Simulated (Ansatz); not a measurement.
# FGeHO: the cost of one run

All numbers below are computed with Ansatz 0.2.0 (RKS r2SCAN/def2-SVP).

## 1. The structure to begin with

Bond lengths: O1–Ge2 1.741 Å, Ge2–F3 1.730 Å, O1–H4 1.052 Å. Angles: O1–Ge2–F3 107.5°, Ge2–O1–H4 105.6°.

Structure file:

```xyz
4

O    -0.8416    0.3042   -0.6024
Ge   -0.2435   -0.4608    0.8430
F     1.3531   -1.0348    0.5039
H    -0.2125    1.1311   -0.7647
```

## 2. Relaxing end A

Contents of input.yaml:

```yaml
crystal:
  periodic: [false, false, false]
  atoms:
    - { symbol: O, position_ang: [-0.8416, 0.3042, -0.6024] }
    - { symbol: Ge, position_ang: [-0.2435, -0.4608, 0.843] }
    - { symbol: F, position_ang: [1.3531, -1.0348, 0.5039] }
    - { symbol: H, position_ang: [-0.2125, 1.1311, -0.7647] }
basis:
  gaussian: { orbitals: def2-SVP }
hamiltonian:
  xc: r2scan
relax:
  f_tol: 0.015
  max_steps: 40
output:
  orbitals: {}
```

The run is started by

```sh
$ ansatz run input.yaml --threads 1 --pin off --max-ram 2048MiB --backend cpu --events-out ev --progress --plain --runs-dir out
```

What time and memory should one allow on 1 thread of Arm Neoverse V1, shared host?

About 24 s, with a peak of 0.13 GiB.
